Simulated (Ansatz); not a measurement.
# CH₃OTe+ (SMILES [CH2+][Te]O): single points off equilibrium

The task here is to estimate one member of a computed series from the others.

Program: Ansatz 0.2.0, Gaussian basis. Level of theory: single points in def2-TZVPP. These are calculated values, not measurements.

Correlated methods freeze the cores. Filled d shells of the heavier atoms are correlated. Core potentials replace the inner electrons past krypton, and spin-orbit coupling is left out.

### The starting structure

SMILES `[CH2+][Te]O`, 6 atoms, charge 1, spin multiplicity 1.

Atoms are counted from 1 here; the program's logs count them from 0.

Bond lengths: C1–Te2 1.910 Å, C1–H4 1.044 Å, C1–H5 1.098 Å, Te2–O3 1.831 Å, O3–H6 0.951 Å. Angles: Te2–C1–H4 119.5°, Te2–C1–H5 122.5°, H4–C1–H5 118.0°, C1–Te2–O3 101.8°, Te2–O3–H6 119.9°.

Coordinates:

```xyz
6
CH3OTe
C    -0.4851    0.2019   -0.9878
Te    0.8166   -0.9373   -0.1776
O     1.0339   -0.1516    1.4621
H    -0.8051    0.0053   -1.9624
H    -0.9232    1.0617   -0.4647
H     0.3215   -0.1654    2.0918
```

The first run:

Contents of run/in.yaml:

```yaml
crystal:
  periodic: [false, false, false]
  atoms:
    - {symbol: C, position_ang: [-0.485100, 0.201900, -0.987800]}
    - {symbol: Te, position_ang: [0.816600, -0.937300, -0.177600]}
    - {symbol: O, position_ang: [1.033900, -0.151600, 1.462100]}
    - {symbol: H, position_ang: [-0.805100, 0.005300, -1.962400]}
    - {symbol: H, position_ang: [-0.923200, 1.061700, -0.464700]}
    - {symbol: H, position_ang: [0.321500, -0.165400, 2.091800]}
basis:
  gaussian: {orbitals: def2-TZVPP}
total_charge: 1
correlation: {method: ccsd_t}
output: {forces: true}
```

No record of the launch command was kept for these runs.

Steps of the session up to this table: CCSD(T)/def2-TZVPP; PBE0-D4/def2-TZVPP; wB97M-V/def2-TZVPP; r2SCAN-D4/def2-TZVPP; PBE-D4/def2-TZVPP; revPBE-D4/def2-TZVPP; HSE06-D4/def2-TZVPP.

One table of the session follows, with a row left open; its other results are not shown here.

| method | RMS force component (eV/Å) | angle to CCSD(T) forces (°) |
| --- | --- | --- |
| CCSD(T) | 0.885 | reference |
| PBE0-D4 | 0.844 | 10.0 |
| wB97M-V | 0.849 | 14.4 |
| r2SCAN-D4 | 0.897 | 5.2 |
| PBE-D4 | 1.058 | 9.5 |
| revPBE-D4 | ? | ? |
| HSE06-D4 | 0.845 | 9.6 |

Q: Estimate the row for revPBE-D4 from the others.

**Answer.** RMS force component (eV/Å): 1.108; angle to CCSD(T) forces (°): 9.4. In the column «RMS force component (eV/Å)» it is the highest.
